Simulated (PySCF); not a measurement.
# O2Ti (Titanium dioxide): the cost of one run

Computed with PySCF 2.14.0, with density-fitted response routines of our own, on a single molecule in the gas phase. Atoms are numbered from 0 throughout.

## (1) The molecule as given

3 atoms, charge 0, multiplicity 1; geometry from: UFF. The atoms were then displaced at random by about 0.03 Å, so the start is not that level's minimum.

Bonds of the start (Å): O0–Ti1 2.17, Ti1–O2 2.22.

## (2) Optimising the geometry at PBE0-D3(BJ)/def2-TZVP

The job: settings as JSON, then the geometry in Å.

```
{"job": {"xc": "PBE0", "basis": "def2-TZVP", "d3": "d3bj", "grid": 2, "shake": 0.03, "kind": "geom"}, "charge": 0, "multiplicity": 1}
O     -2.191670     0.121210     0.012540
Ti    -0.021410     0.093050    -0.006470
O      2.196680    -0.001060    -0.025960
```

Launch:

```
$ OMP_NUM_THREADS=1 python probes_run.py task.json out
```

One launch serves the whole session: the jobs run in the order shown.

**Question.** How long does this first job take on 1 thread of Intel Xeon 6975P-C, shared host, and how much memory does it need?

About 35 s, with a peak of 0.42 GiB.
